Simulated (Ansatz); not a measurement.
**AlIn2N3: what a guessed cell relaxes into**

Aim: relax a trial structure of AlIn2N3 and see where it ends.

Computed with Ansatz 0.2.0 (DFT PBE, scalar-relativistic, plane waves, PAW, unless a step's input says otherwise).

### Step 1. The system as given

The structure is hexagonal, space group P-6m2 (No. 187). Conventional cell: a = 5.029 Å, b = 5.029 Å, c = 4.502 Å, α = 90.00°, β = 90.00°, γ = 120.00°. Around Al (site symmetry -6m2) lie 3 N at 1.92 Å. Around In (site symmetry -6m2) lie 6 N at 2.56 Å and 3 Al at 2.90 Å. In (site symmetry -6m2) is surrounded by 6 N at 2.46 Å. Around N (site symmetry mm2) lie 2 N at 1.70 Å and 1 Al at 1.92 Å and 2 In at 2.46 Å.

Coordinates:

```
Al In N
1.0
     5.02923    0.00000    0.00000
    -2.51462    4.35544    0.00000
     0.00000    0.00000    4.50167
Al In N
1 2 3
Direct
  0.00000 0.00000 0.50000
  0.66667 0.33333 0.50000
  0.33333 0.66667 0.00000
  0.22033 0.77967 0.50000
  0.22033 0.44066 0.50000
  0.55934 0.77967 0.50000
```

A structure generator made this guess: random cell by space group and Wyckoff sites (P-6m2, No. 187). Lengths come from tabulated atomic sizes and are only a guess.

### Step 2. A first look at the guess

File input.yaml:

```yaml
crystal:
  lattice:
    - [5.02923038, 0.0, 0.0]
    - [-2.51461519, 4.35544127, 0.0]
    - [0.0, 0.0, 4.50166554]
  atoms:
    - { symbol: Al, position: [0.0, 0.0, 0.5] }
    - { symbol: In, position: [0.66666667, 0.33333333, 0.5] }
    - { symbol: In, position: [0.33333333, 0.66666667, 0.0] }
    - { symbol: "N", position: [0.22032798, 0.77967202, 0.5] }
    - { symbol: "N", position: [0.22032798, 0.44065597, 0.5] }
    - { symbol: "N", position: [0.55934403, 0.77967202, 0.5] }
basis:
  ecutwfc: 420
kpoints:
  mp_grid: { grid: [6, 6, 4] }
hamiltonian:
  xc: pbe
scf:
  occupations: { method: gaussian, width: 0.1 }
  lower_state_search: "off"
output:
  forces: true
  stress: true
  eigenvalues: true
```

Run with:

```
ansatz run input.yaml --threads 1 --pin off --max-ram 2560MiB --backend cpu --events-out ev --progress --plain --runs-dir out
```

Further runs follow: spin check on a coarse mesh; a loose first relaxation; final relaxation.

What does the calculation give? Wanted: conventional cell; volume; energy over the elements; gap on the mesh.

The runs gave:

| quantity | value |
| --- | --- |
| symmetry at the end (tolerance 0.05 Å) | space group P-6m2 (No. 187) |
| conventional cell | a = 5.085 Å, b = 5.085 Å, c = 5.239 Å, α = 90.00°, β = 90.00°, γ = 120.00° |
| volume | 19.55 Å³/atom |
| energy over the elements (uncorrected; H, N, O, F and Cl as molecules) | +1.21 eV/atom |
| gap on the mesh | none (metal) |

The space group P-6m2 (No. 187) is kept, and the volume per atom grows by 18.9 % from the first guess. The formation energy is positive, so the separate elements lie lower. No finished test with a distortion of lower symmetry is shown, so the end may be a saddle point. A spin-polarised run here lost its starting moments, which speaks against magnetism, though one start doesn't rule it out. Other magnetic orders were not searched.
